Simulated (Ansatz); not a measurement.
Write a Python script for Ansatz's Python interface that makes a rigid torsion scan of FH₆PSi₂, SMILES F[SiH]([SiH3])P. Settings (for the species named): r2scan0, 6-31G* basis, multiplicity 1.

```xyz
10

F    -1.9189    1.2267   -0.2893
Si   -0.3984    0.9610   -0.2187
Si    0.0167   -0.6204    1.3828
P     0.3376    0.2859   -2.2335
H     0.3264    2.2237    0.0623
H     1.5102   -0.8929    1.4470
H    -0.3471   -0.1635    2.7535
H    -0.6046   -1.8880    1.0865
H    -0.3739   -0.9679   -2.1627
H     1.5352   -0.2157   -1.8249
```

`torsion_fh6psi2.py`
```python
'''Energy of FH6PSi2 as one group turns about a bond.'''

from dataclasses import dataclass

import ansatz as az
from ase import Atoms


@dataclass(frozen=True)
class RunConfig:
    basis: str = '6-31G*'
    functional: str = 'r2scan0'
    force_tol: float = 0.02


opts = RunConfig()


def main() -> None:
    atoms = Atoms(['F', 'Si', 'Si', 'P', 'H', 'H', 'H', 'H', 'H', 'H'], positions=[
        (-1.9189, 1.2267, -0.2893),
        (-0.3984, 0.961, -0.2187),
        (0.0167, -0.6204, 1.3828),
        (0.3376, 0.2859, -2.2335),
        (0.3264, 2.2237, 0.0623),
        (1.5102, -0.8929, 1.447),
        (-0.3471, -0.1635, 2.7535),
        (-0.6046, -1.888, 1.0865),
        (-0.3739, -0.9679, -2.1627),
        (1.5352, -0.2157, -1.8249),
    ])

    # relax first, so that the scan starts from a minimum
    first = (
        az.Crystal.molecule_from_ase(atoms).calculation()
        .basis(gaussian=opts.basis)  # atom-centred Gaussian functions
        .functional(opts.functional)
        .relax(force_tolerance=opts.force_tol, max_steps=80)  # relax until the tolerances are met
    )
    atoms.positions = first.run().report['positions_ang']

    start = atoms.get_dihedral(0, 1, 2, 5)
    energies = {}
    for turn in range(0, 121, 15):
        turned = atoms.copy()
        turned.set_dihedral(0, 1, 2, 5, start + turn, indices=[2, 5, 6, 7])
        calculation = (
            az.Crystal.molecule_from_ase(turned).calculation()
            .basis(gaussian=opts.basis)  # the orbital basis, by name
            .functional(opts.functional)
        )
        energies[round((start + turn) % 360)] = calculation.run().report['free_energy_ev']
    floor = min(energies.values())
    print('dihedral F0-Si1-Si2-H5 (deg)   E - E(min) (kJ/mol)')
    for angle, e in sorted(energies.items()):
        print(f'{angle:8d} {96.485332 * (e - floor):14.3f}  ' + '#' * int(30 * (e - floor) / max(max(energies.values()) - floor, 1e-9)))


if __name__ == '__main__':
    main()
```

```console
$ python torsion_fh6psi2.py
dihedral F0-Si1-Si2-H5 (deg)   E - E(min) (kJ/mol)
     183          0.000
     198          0.881  ####
     213          2.956  ##############
     228          5.067  #########################
     243          6.062  ##############################
     258          5.463  ###########################
     273          3.719  ##################
     288          1.921  #########
     303          1.169  #####
```

The scan is rigid and the energies are electronic, in a modest basis. With rigid groups the curve can differ much from the relaxed path, the start wasn't checked as a minimum of this torsion, and equivalent turns needn't return to the same energy. Finished in 2.1 min on 1 thread of Arm Neoverse V1, with other jobs on the host, peak memory 0.27 GiB.

(A comment or docstring line of the script was reworded after the run, the code is as it ran.)
